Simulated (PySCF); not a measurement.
# C4H4BrN3S: electronic excitations

Aim: predict the electronic excitations of C4H4BrN3S (`CSc1cc(Br)nnn1`).

Programs: PySCF 2.14.0, with density-fitted response routines of our own. Each step states its level of theory. These are calculated values for one molecule in the gas phase, unless marked as measured. Atoms count from 0, in the outputs and in this text.

## (1) Starting geometry

13 atoms, charge 0, multiplicity 1; geometry from: GFN2-xTB.

Bonds of the start (Å): C0–S1 1.81, S1–C2 1.73, C2–C3 1.40, C3–C4 1.38, C4–Br5 1.89, C4–N6 1.33, N6–N7 1.28, N7–N8 1.28, N8–C2 1.34, C0–H9 1.08, C0–H10 1.08, C0–H11 1.08, C3–H12 1.08.

## (2) Ultraviolet spectrum: CAM-B3LYP/def2-SVPD

What the job is given:

```
{"job": {"kind": "uv", "xc": "CAM-B3LYP", "basis": "def2-SVPD", "nstates": 8, "ntriplets": 3}, "charge": 0, "multiplicity": 1}
C     -2.608951    -0.231612    -0.087185
S     -1.478355     1.098994     0.399624
C      0.044260     0.292871     0.222957
C      1.251324     0.951278     0.499522
C      2.373763     0.170603     0.309751
Br     4.109609     0.856896     0.624005
N      2.299799    -1.091971    -0.098989
N      1.150433    -1.616591    -0.329746
N      0.046523    -0.981203    -0.185617
H     -2.388469    -0.529922    -1.106619
H     -3.610927     0.177394    -0.010910
H     -2.480865    -1.071959     0.586858
H      1.287467     1.975709     0.829601
```

Level: TDDFT CAM-B3LYP/def2-SVPD, vertical, gas phase, core orbitals frozen in the response.

Run with:

```sh
OMP_NUM_THREADS=1 python probes_run.py task.json out
```

One launch serves the whole session: the jobs run in the order shown.

What it wrote:

```text
coarse grid: 59616 points
cycle   1  E = -3290.6040175530  dE =  7.866e-01  |g| = 5.480e-01  |ddm| = 6.852e+00
cycle   2  E = -3290.6036093663  dE =  4.082e-04  |g| = 5.803e-01  |ddm| = 2.610e+00
cycle   3  E = -3290.6797897159  dE = -7.618e-02  |g| = 9.669e-02  |ddm| = 1.350e+00
cycle   4  E = -3290.6815461854  dE = -1.756e-03  |g| = 4.555e-02  |ddm| = 2.798e-01
cycle   5  E = -3290.6820038849  dE = -4.577e-04  |g| = 1.615e-02  |ddm| = 1.377e-01
cycle   6  E = -3290.6820666013  dE = -6.272e-05  |g| = 3.891e-03  |ddm| = 4.011e-02
cycle   7  E = -3290.6820699832  dE = -3.382e-06  |g| = 1.796e-03  |ddm| = 1.418e-02
final grid: 124120 points
cycle   8  E = -3290.6820606193  dE =  5.125e-07  |g| = 2.551e-03  |ddm| = 1.247e-02
cycle   9  E = -3290.6820584689  dE =  2.150e-06  |g| = 4.035e-03  |ddm| = 1.547e-02
cycle  10  E = -3290.6820621291  dE = -3.660e-06  |g| = 2.323e-04  |ddm| = 9.462e-03
cycle  11  E = -3290.6820621432  dE = -1.410e-08  |g| = 4.921e-05  |ddm| = 4.964e-04
cycle  12  E = -3290.6820621455  dE = -2.262e-09  |g| = 3.477e-05  |ddm| = 2.919e-04
cycle  13  E = -3290.6820621458  dE = -3.361e-10  |g| = 7.905e-06  |ddm| = 9.728e-05
converged SCF energy = -3290.6820621458

Static polarisability (au): isotropic 113.133, principal 68.545 102.235 168.618

Singlet excitations
state   eV       nm        f      main configurations
  1   3.5829    346.0   0.00443   H-1->L 0.98
  2   4.1603    298.0   0.00005   H-1->L+1 0.98
  3   4.5316    273.6   0.00000   H-2->L 0.96
  4   4.7179    262.8   0.01308   H->L 0.89
  5   4.9862    248.7   0.00459   H-2->L+1 0.97
  6   5.1216    242.1   0.28764   H->L+1 0.83
  7   5.8281    212.7   0.00000   H->L+3 0.72, H->L+9 0.09, H->L+2 0.08
  8   5.8631    211.5   0.18261   H-3->L 0.85

Triplet excitations (Tamm-Dancoff, eV): 2.6340 3.6894 3.7323
```

Wall time 57 s (1 thread of Arm Neoverse V2, shared host); peak memory 1.1 GiB.

The orbitals next to the gap, with their largest atomic shares:

```tsv
orbital	eV	atoms
HOMO−3	-9.78	Br5 60 %, C4 12 %, N8 9 %
HOMO−2	-9.73	N6 36 %, N8 33 %, Br5 7 %
HOMO−1	-8.77	N7 46 %, N8 19 %, N6 19 %
HOMO	-8.68	S1 54 %, C2 9 %, C3 9 %
LUMO	-1.06	N7 26 %, C3 22 %, N8 13 %
LUMO+1	-0.77	C2 22 %, C4 20 %, N6 16 %
LUMO+2	0.36	Br5 65 %, C4 20 %
```

With each of the 8 states as a Gaussian band of 0.4 eV half-width at 1/e, the curve within the window shown has maxima at 346 nm (ε 180), 242 nm (ε 12,000), 214 nm (ε 7,900) L/(mol cm). Beyond the last state computed it falls off for lack of states. The curve at chosen wavelengths:

(nm, ε (L/mol/cm)): (201, 4226), (210, 7601), (218, 7672), (227, 8459), (235, 11132), (244, 12076), (252, 9579), (261, 5510), (269, 2779), (278, 1119), (287, 418), (295, 180), (304, 95), (312, 91), (321, 118), (329, 148), (338, 173), (347, 180), (355, 170), (364, 147), (372, 121), (381, 91), (389, 67), (398, 45), (406, 31), (415, 19)

Ground-state properties from the same run:

```tsv
property	computed
dipole moment (D)	3.88
polarisability (Å³)	16.76
HOMO–LUMO gap (eV)	7.62
−ε(HOMO) (eV)	8.68
```

## (3) What came out

```
                                quantity                        value
    lowest singlet (CAM-B3LYP/def2-SVPD)  3.58 eV (346 nm), f = 0.004
brightest single state of those computed  state 6, 5.12 eV, f = 0.288
                          lowest triplet                      2.63 eV
```

The lowest singlet, at 3.58 eV, is HOMO−1→LUMO 0.98 and is weak; of the 8 states computed, the strongest absorption comes from state 6 at 5.12 eV (the last state computed is bright too, and its partners may lie past the list). The lowest triplet lies 0.95 eV below the lowest singlet (triplets in Tamm-Dancoff, singlets in full TDDFT).
